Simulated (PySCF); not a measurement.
# ZnSi (triplet): the SCF solver's settings

Aim: find out which solver settings change the answer for ZnSi (triplet).

The runs use PySCF 2.14.0; method and basis as typed in the scripts.

## (1) The starting structure

ZnSi (triplet): 2 atoms, charge 0, spin multiplicity 3.

Bond lengths: Zn1–Si2 2.305 Å.

## (2) The run that the others are compared with

The input, input.py:

```python
from pyscf import gto, dft
from pyscf.prop.polarizability import uhf as pol

mol = gto.M(
    atom='Zn 0 0 0; Si 0 0 2.305',
    basis='x2c-svpall',
    charge=0,
    spin=2,
    verbose=4,
)
mf = dft.UKS(mol, xc='pw91')
mf = mf.sfx2c1e()
mf.kernel()
print('polarizability (a.u.)')
print(pol.Polarizability(mf).polarizability().round(4))
mf.dip_moment()
print('orbital energies (hartree):', [e[max(0, n-3):n+3].round(4) for e, n in zip(mf.mo_energy, mol.nelec)])
```

Command:

```
> python input.py
```

Its log is not repeated here.

It gives: E(SCF) = -2085.661895 Eh, 12 cycles, ⟨S²⟩ = 2.011, μ = 2.23 D, α(xx, yy, zz) = 41.6, 41.6, 97.7 bohr³.

The bond length is a typed value, not an optimised one. The triplet is typed in the script; nothing here shows that it is the ground state.

## (3) Damping 0.8

Variant 1 changes damping: none → 0.8.

The input, input.py:

```python
from pyscf import gto, dft
from pyscf.prop.polarizability import uhf as pol

mol = gto.M(
    atom='Zn 0 0 0; Si 0 0 2.305',
    basis='x2c-svpall',
    charge=0,
    spin=2,
    verbose=4,
)
mf = dft.UKS(mol, xc='pw91')
mf = mf.sfx2c1e()
mf.damp = 0.8
mf.diis_start_cycle = 8
mf.kernel()
print('polarizability (a.u.)')
print(pol.Polarizability(mf).polarizability().round(4))
mf.dip_moment()
print('orbital energies (hartree):', [e[max(0, n-3):n+3].round(4) for e, n in zip(mf.mo_energy, mol.nelec)])
```

Command:

```
> python input.py
```

## (4) Initial guess atom

Variant 2 changes initial guess: minao → atom.

Changes to input.py since step 2:

```diff
@@ -12,2 +12,3 @@
 mf = mf.sfx2c1e()
+mf.init_guess = 'atom'
 mf.kernel()
```

## (5) Second-order solver on

Variant 3 changes second-order solver: off → on.

Changes to input.py since step 2:

```diff
@@ -12,2 +12,3 @@
 mf = mf.sfx2c1e()
+mf = mf.newton()
 mf.kernel()
```

**Question.** What will these runs give? Wanted: for each run, E(SCF); from base; gap, α spin; SCF dipole.

As calculated:

```
                   run  E(SCF) (hartree)  from base (eV)   cycles  gap, α spin (eV)  SCF dipole (D)
                  base      -2085.661895               0       12              0.88            2.23
           damping 0.8      -2085.661895          0.0000       16              0.88            2.23
    initial guess atom      -2085.661895          0.0000       12              0.88            2.23
second-order solver on      -2085.661895          0.0000  4 macro              0.88            2.23
```

Distance from each run's final energy (log10 hartree) by cycle:

```
                   run  cycle 1  cycle 2  cycle 3  cycle 5  cycle 8  cycle 12
                  base     -0.7      0.0     -1.0     -3.2     -6.2     < -11
           damping 0.8     -0.7     -2.1     -2.7     -3.2     -4.7      -6.6
    initial guess atom     -0.9     -0.1     -1.4     -3.1     -6.6     < -11
second-order solver on     -2.6     -8.1    < -11     done     done      done
```

In words: No change of the SCF energy comes from damping 0.8 or initial guess atom or second-order solver on. The base needs 12 cycles and the run with damping 0.8 needs 16.
